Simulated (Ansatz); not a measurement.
# RbPb4Cl: the cost of one run

Program: Ansatz 0.2.0. Level of theory: reference: DFT PBEsol, plane waves, PAW, scalar-relativistic, no spin polarisation. These are calculated values, not measurements.

## Step 1: The system as given

It takes space group F-43m (No. 216, cubic). Conventional cell: a = 9.513 Å, b = 9.513 Å, c = 9.513 Å, α = 90.00°, β = 90.00°, γ = 90.00°. Rb (site symmetry -43m) has 12 Pb at 3.94 Å as nearest neighbours. Cl (site symmetry -43m) is surrounded by 4 Pb at 2.09 Å. Pb (site symmetry 3m) is surrounded by 1 Cl at 2.09 Å.

Structure file:

```cif
data_structure
_symmetry_space_group_name_H-M 'F-43m'
_symmetry_Int_Tables_number 216
_cell_length_a 9.5130
_cell_length_b 9.5130
_cell_length_c 9.5130
_cell_angle_alpha 90.000
_cell_angle_beta 90.000
_cell_angle_gamma 90.000
_cell_volume 860.91
loop_
_atom_site_label
_atom_site_type_symbol
_atom_site_symmetry_multiplicity
_atom_site_Wyckoff_symbol
_atom_site_fract_x
_atom_site_fract_y
_atom_site_fract_z
_atom_site_occupancy
Rb1 Rb 4 b 0.50000 0.00000 0.00000 1
Cl1 Cl 4 a 0.00000 0.00000 0.00000 1
Pb1 Pb 16 e 0.12700 0.37300 0.62700 1
```

## Step 2: The reference run

Input file input.yaml:

```yaml
crystal:
  lattice:
    - [0.0, 4.756521, 4.756521]
    - [4.756521, 0.0, 4.756521]
    - [4.756521, 4.756521, 0.0]
  atoms:
    - { symbol: Rb, position: [0.5, 0.5, 0.5] }
    - { symbol: Cl, position: [0.0, 0.0, 0.0] }
    - { symbol: Pb, position: [0.127, 0.127, 0.127] }
    - { symbol: Pb, position: [0.619, 0.127, 0.127] }
    - { symbol: Pb, position: [0.127, 0.127, 0.619] }
    - { symbol: Pb, position: [0.127, 0.619, 0.127] }
  symmetry: { tolerance: 0.0003 }
kpoints:
  mp_grid: { grid: [4, 4, 4], shift: [0, 0, 0] }
magnetization:
  spin_polarized: false
scf:
  occupations: { method: fermi_dirac }
hamiltonian:
  pseudopotentials: { kind: paw }
  xc: pbesol
basis:
  ecutwfc: 420
output:
  forces: true
  stress: true
  eigenvalues: true
```

Command:

```console
$ ansatz run input.yaml --threads 1 --pin off --max-ram 2560MiB --backend cpu --events-out ev --progress --plain --runs-dir out
```

What time and memory should one allow on 1 thread of AMD EPYC 9R45 (Zen 5), shared host?

About 2.6 s, with a peak of 0.48 GiB.
